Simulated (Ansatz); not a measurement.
# HfNbTe4: the cost of one run

Program: Ansatz 0.2.0. Level of theory: DFT PBE, scalar-relativistic, plane waves, PAW, unless a step names another level. These are calculated values, not measurements.

## 1. Starting point

The structure is trigonal, space group P-3m1 (No. 164). The conventional cell has a = 3.822 Å, b = 3.822 Å, c = 14.316 Å, α = 90.00°, β = 90.00°, γ = 120.00°. Hf (site symmetry -3m) is surrounded by 6 Te at 2.87 Å. Around Nb (site symmetry -3m) lie 6 Te at 2.84 Å. Te (site symmetry 3m) is surrounded by 3 Hf at 2.87 Å. Te (site symmetry 3m) has 3 Nb at 2.84 Å in its first shell of neighbours.

Coordinates:

```cif
data_structure
_symmetry_space_group_name_H-M 'P 1'
_symmetry_Int_Tables_number 1
_cell_length_a 3.8222
_cell_length_b 3.8222
_cell_length_c 14.3161
_cell_angle_alpha 90.000
_cell_angle_beta 90.000
_cell_angle_gamma 120.000
_cell_volume 181.13
loop_
_atom_site_label
_atom_site_type_symbol
_atom_site_fract_x
_atom_site_fract_y
_atom_site_fract_z
_atom_site_occupancy
Hf1 Hf 0.00000 0.00000 0.50000 1
Nb1 Nb 0.00000 0.00000 0.00000 1
Te1 Te 0.66667 0.33333 0.62866 1
Te2 Te 0.66667 0.33333 0.12454 1
Te3 Te 0.33333 0.66667 0.87546 1
Te4 Te 0.33333 0.66667 0.37134 1
```

It is the end of an earlier relaxation with the same method, from a generated guess; it needn't be the stable form of this composition. At a tolerance of 0.05 Å it has space group P-3m1 (No. 164); it has 30.19 Å³/atom, an uncorrected energy of -0.60 eV/atom over the elements and, on its mesh, gap none (metal).

## 2. Strained cells: the elastic tensor

Contents of input.yaml:

```yaml
crystal:
  lattice:
    - [3.8200801619, 0.0, 0.0]
    - [-1.9100400809, 3.3082864647, 0.0]
    - [0.0, 0.0, 14.3552904952]
  atoms:
    - { symbol: Hf, position: [0.0, 0.0, 0.5] }
    - { symbol: Nb, position: [0.0, 0.0, 0.0] }
    - { symbol: Te, position: [0.6666666667, 0.3333333333, 0.6285661261] }
    - { symbol: Te, position: [0.6666666667, 0.3333333333, 0.1243567853] }
    - { symbol: Te, position: [0.3333333333, 0.6666666667, 0.8756432147] }
    - { symbol: Te, position: [0.3333333333, 0.6666666667, 0.3714338739] }
basis:
  ecutwfc: 420
kpoints:
  mp_grid: { grid: [12, 12, 4] }
hamiltonian:
  xc: pbe
scf:
  occupations: { method: fermi_dirac, width: 0.15 }
output:
  forces: true
  stress: true
  eigenvalues: true
elastic:
  mode: relaxed_ion
  amplitude: 0.005
  stencil: two_point
```

The run is started by

```bash
ansatz run input.yaml --threads 4 --pin off --max-ram 8192MiB --backend cpu --events-out ev --progress --plain --runs-dir out
```

What time and memory should one allow on 4 threads of Arm Neoverse V2, shared host?

About 13 min, with a peak of 1.8 GiB.
